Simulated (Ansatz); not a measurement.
# CH₆ClNSi₂: one species, many methods

One table from this session's results is given with a row withheld; the runs are named, their logs left out.

Method: functionals in def2-TZVPP, the program's frozen cores in correlated methods; program: Ansatz 0.2.0, Gaussian basis.

Levels to be run: PBE-D4, r2SCAN-D4, PBE0-D4, B3LYP-D4, ωB97X-V, ωB97M-V, B2PLYP; CCSD(T)/def2-TZVPP; MP2/def2-QZVPP; extrapolation to the limit.

**Structure used throughout**

An earlier PBE0-D4 in a triple-zeta def2 set relaxation fixed the geometry.

11 atoms, charge 0, spin multiplicity 1.

Atoms are counted from 1 here; the program's logs count them from 0.

Bond lengths: Cl1–Si2 2.062 Å, Si2–C3 1.873 Å, Si2–N5 1.716 Å, Si2–H6 1.482 Å, C3–Si4 1.886 Å, C3–H7 1.091 Å, C3–H8 1.090 Å, Si4–N5 1.739 Å, Si4–H9 1.488 Å, Si4–H10 1.488 Å, N5–H11 1.004 Å. Angles: Cl1–Si2–C3 114.2°, Cl1–Si2–N5 114.2°, Cl1–Si2–H6 104.5°, C3–Si2–N5 89.8°, C3–Si2–H6 118.5°, N5–Si2–H6 115.8°, Si2–C3–Si4 85.9°, Si2–C3–H7 114.9°, Si2–C3–H8 114.6°, Si4–C3–H7 115.1°, Si4–C3–H8 115.6°, H7–C3–H8 109.4°, C3–Si4–N5 88.7°, C3–Si4–H9 115.1°, C3–Si4–H10 115.8°, N5–Si4–H9 114.1°, N5–Si4–H10 114.6°, H9–Si4–H10 107.8° and more.

Set-up of the first run:

in.yaml

```yaml
crystal:
  periodic: [false, false, false]
  atoms:
    - {symbol: Cl, position_ang: [-0.091411, 1.929460, 2.199097]}
    - {symbol: Si, position_ang: [0.319482, 1.157782, 0.331221]}
    - {symbol: C, position_ang: [1.012597, -0.582086, 0.354919]}
    - {symbol: Si, position_ang: [-0.565766, -1.076672, -0.551598]}
    - {symbol: N, position_ang: [-1.060747, 0.590257, -0.515477]}
    - {symbol: H, position_ang: [1.098839, 2.220139, -0.346375]}
    - {symbol: H, position_ang: [1.933634, -0.717201, -0.213167]}
    - {symbol: H, position_ang: [1.136132, -1.007594, 1.350438]}
    - {symbol: H, position_ang: [-0.363380, -1.620333, -1.922200]}
    - {symbol: H, position_ang: [-1.467487, -2.007643, 0.179845]}
    - {symbol: H, position_ang: [-1.886492, 1.056892, -0.846201]}
basis:
  gaussian: {orbitals: def2-TZVPP}
hamiltonian: {xc: pbe, dispersion: d4}
output: {forces: true, orbitals: {seedname: orbitals}}
```

Command:

```console
> ansatz run in.yaml --threads 4 --pin off --events-out ev --progress --plain --max-ram 10444MiB
```

Among the steps run: PBE-D4 (GGA); r2SCAN-D4 (meta-GGA); PBE0-D4 (hybrid); B3LYP-D4 (hybrid); ωB97X-V (range-separated); ωB97M-V (range-separated); B2PLYP (double hybrid); CCSD(T) in def2-TZVPP; MP2 in def2-QZVPP.

One of the session's tables, all rows but one given; the rest of the session is left out.

```
            method  atomisation energy (eV)
            PBE-D4                   40.965
         r2SCAN-D4                   40.683
           PBE0-D4                   40.586
          B3LYP-D4                   40.514
           ωB97X-V                   40.978
           ωB97M-V                   40.892
            B2PLYP                   40.058
     HF/def2-TZVPP                   29.847
    MP2/def2-TZVPP                        ?
   CCSD/def2-TZVPP                   38.873
CCSD(T)/def2-TZVPP                   39.448
           MP2/CBS                   41.295
       CCSD(T)/CBS                   40.702
```

Q: Estimate the row for MP2/def2-TZVPP from the others.

The run gave: atomisation energy (eV): 40.041. In the column «atomisation energy (eV)» it lies between CCSD(T)/def2-TZVPP (39.448) and B2PLYP (40.058).
